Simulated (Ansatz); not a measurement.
**W: a line through an energy map**

The task here is to estimate one member of a computed series from the others.

Method: DFT LDA, scalar-relativistic, plane waves, PAW, in Ansatz 0.2.0.

91 further runs of the same task are left out: 91 set aside as unsound or not needed.

### The system as given

The structure is cubic, space group Fm-3m (No. 225). Conventional cell: a = 3.973 Å, b = 3.973 Å, c = 3.973 Å, α = 90.00°, β = 90.00°, γ = 90.00°. W (site symmetry m-3m) has 12 W at 2.81 Å as nearest neighbours.

Structure file:

```
CELL_PARAMETERS angstrom
0.00000 1.98648 1.98648
1.98648 0.00000 1.98648
1.98648 1.98648 0.00000
ATOMIC_POSITIONS crystal
W 0.00000 0.00000 0.00000
```

This cell was relaxed beforehand with the same method: volume 15.68 Å³/atom, gap on the mesh none (metal).

### Plan of the line

The energy is mapped over volume and the cell's shape.

First coordinate, volume per atom: 11 values from 14.423 to 16.932 Å³. Second coordinate, c/a of the conventional cell: 13 values from 0.629 to 1.167.

Nothing else is relaxed (symmetry fixes all fractional coordinates). Energies count from the relaxed crystal. Points are written as (first, second).

The first run:

Contents of input.yaml:

```yaml
crystal:
  lattice:
    - [0.0, 1.9994364037, 1.8038915234]
    - [1.9994364037, 0.0, 1.8038915234]
    - [1.9994364037, 1.9994364037, 0.0]
  atoms:
    - { symbol: W, position: [0.0, 0.0, 0.0] }
basis:
  ecutwfc: 420
kpoints:
  mp_grid: { grid: [22, 22, 22] }
hamiltonian:
  xc: lda
  pseudopotentials: { kind: paw, azcp: { folder: soft_1 } }
scf:
  occupations: { method: gaussian, width: 0.15 }
output:
  forces: true
  stress: true
  eigenvalues: true
```

Launch:

```sh
$ ansatz run input.yaml --threads 1 --pin off --max-ram 2048MiB --backend cpu --events-out ev --progress --plain --runs-dir out
```

Steps of the session up to this table: The run at (14.423 Å³, 0.902); Point (14.925 Å³, 0.902); Point (15.176 Å³, 0.902); Grid point (15.427 Å³, 0.902); Grid point (15.678 Å³, 0.902); The run at (15.929 Å³, 0.902); The run at (16.179 Å³, 0.902); Point (16.430 Å³, 0.902); The run at (16.681 Å³, 0.902); The run at (16.932 Å³, 0.902).

One of the session's tables, all rows but one given; the rest of the session is left out.

```
volume per atom (Å³)  energy (meV/atom)  slope (meV/atom per Å³)  pressure (GPa)
              14.423                 13                     −192            30.8
              14.674                −30                     −147            23.5
              14.925                −61                     −105            16.8
              15.176                −83                      −66            10.6
              15.427                −95                      −31             4.9
              15.678                −99                        2            −0.3
              15.929                  ?                        ?               ?
              16.179                −83                       60            −9.7
              16.430                −64                       86           −13.8
              16.681                −39                      110           −17.6
              16.932                 −9                      132           −21.2
```

Q: Estimate the row for volume per atom (Å³) = 15.929 from the others.

Worked estimate for «energy (meV/atom)». A straight line through the neighbours (15.678, −99) and (16.179, −83) gives −99 + (−83 − −99) × (15.929 − 15.678) / (16.179 − 15.678) = -91; a parabola fitted to 4 rows on both sides gives -95.

As computed: energy (meV/atom): −94; slope (meV/atom per Å³): 32; pressure (GPa): −5.2. In «energy (meV/atom)» the line misses by +3 and the parabola by -1.

Energies count from the relaxed crystal. Rows without a step come from runs not printed here or follow by symmetry. Slopes come from the forces (and the stress, where the cell changes), not from differences of energies.

What this shows: Along the line the energy is lowest at 15.678 Å³, −99 meV/atom from the zero. Energies and slopes round the minimum, fitted together, put the minimum at 15.6617 Å³, with a curvature of about 130 meV/atom per (Å³)². V·d²E/dV² there is about 320 GPa, a bulk modulus under this line's constraint. The highest point computed, at 14.423 Å³, lies 111 meV/atom above the lowest. This is one cut through a surface in two coordinates; the map's lowest point lies off it. The runs treat W without spin-orbit coupling.

To keep in mind: Warnings in the runs' records: pseudo functional mismatch.
